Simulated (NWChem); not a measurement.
# UHF/MIDI! run of C2H3O2 (SMILES CC([O])=O)

Aim: the electronic atomisation energy of C2H3O2 at UHF/MIDI!, from 4 runs. 

The calculation is run with NWChem 7.3.0.

1 further run of the same task is left out (it didn't finish).

## 1. The molecule

C2H3O2 has 7 atoms, charge 0, and is taken as a doublet. SMILES: `CC([O])=O`. The shape is that of a PBE0-D4/def2-TZVP optimisation.

Bond lengths: C1–C2 1.483 Å, C2–O3 1.251 Å, C2–O4 1.249 Å, C1–H5 1.090 Å, C1–H6 1.092 Å, C1–H7 1.092 Å. Angles: C1–C2–O3 124.3°, C1–C2–O4 124.7°, O3–C2–O4 111.0°, C2–C1–H5 110.3°, C2–C1–H6 109.3°, C2–C1–H7 109.2°, H5–C1–H6 110.1°, H5–C1–H7 109.9°, H6–C1–H7 108.0°.

## 2. A single-point energy at UHF/MIDI! (run 1)

mymol.nw reads:

```
start mymol
title "C2H3O2"
memory total 2200 mb

geometry units angstrom noautosym nocenter noautoz
C       -0.205800       0.612400      -0.181600
C        0.251400      -0.748200       0.190400
O        1.053300      -0.992800       1.119400
O       -0.108400      -1.799900      -0.380000
H       -0.923800       0.559300      -0.999400
H       -0.661900       1.090200       0.687400
H        0.656400       1.210900      -0.481900
end

basis spherical bse
* library "MIDI!"
end

scf
doublet
uhf
thresh 1e-08
maxiter 80
noprint "final vectors analysis"
end

task scf energy
```

Run with:

```console
nwchem mymol.nw > mymol.out
```

The log of the run:

```text
[...]
  functions       =    52
[...]
  wavefunction    = UHF
[...]
         Total SCF energy =   -225.855483970213
      One electron energy =   -534.173220493169
      Two electron energy =    194.565842072282
 Nuclear repulsion energy =    113.751894450673
                       Sz =      0.5000
                 Sz(Sz+1) =      0.7500
                      S^2 =      0.7590
[...]
```

Run time: 17 s. Hardware: 1 thread of Intel Xeon Platinum 8488C (Sapphire Rapids), shared host; peak memory 0.098 GiB.

## 3. The C atom, same level (run 2)

geom.nw reads:

```
echo
start geom
memory 2200 mb

geometry noautosym nocenter noautoz
  C        0.000000       0.000000       0.000000
end

basis spherical bse
  C library "MIDI!"
end

scf
  triplet
  uhf
  thresh 1e-08
  maxiter 80
  print low
end

task scf energy
```

Run the same way, it converges to -37.46772 Eh (log not shown).

Run 3 isn't shown in full; the table further down has it.

## 4. The O atom (run 4)

run.nw reads:

```
start run
memory 2200 mb

geometry units angstroms noautosym nocenter noautoz
  O     0.000000    0.000000    0.000000
end

basis spherical bse
  * library "MIDI!"
end

scf
  triplet
  uhf
  thresh 1e-08
  maxiter 80
  print low
end

task scf energy
```

Run the same way, it converges to -74.37081 Eh (log not shown).

## 5. The series

```
run  partner  energy (Eh)   ⟨S²⟩  wall time
  1     base  -225.855484  0.759       17 s
  2    atoms   -37.467717  2.003      1.2 s
  3    atoms    -0.496979  0.750     0.99 s
  4    atoms   -74.370811  2.004        1 s
```

## 6. Results

Level: UHF/MIDI!.

| quantity | value |
| --- | --- |
| O atom: total energy | -74.37081 Eh |
| O atom: ⟨S²⟩ | 2.004 |
| electronic atomisation energy | 18.708 eV |

In words: Taking the molecule apart into free atoms costs 18.71 eV (1805 kJ/mol), before zero-point energy and without spin-orbit coupling. Hartree–Fock lacks the correlation of the bonding pairs, which as a rule makes this value much too low; in minimal bases other errors can mask that. All runs together took 20 s, the longest 17 s.
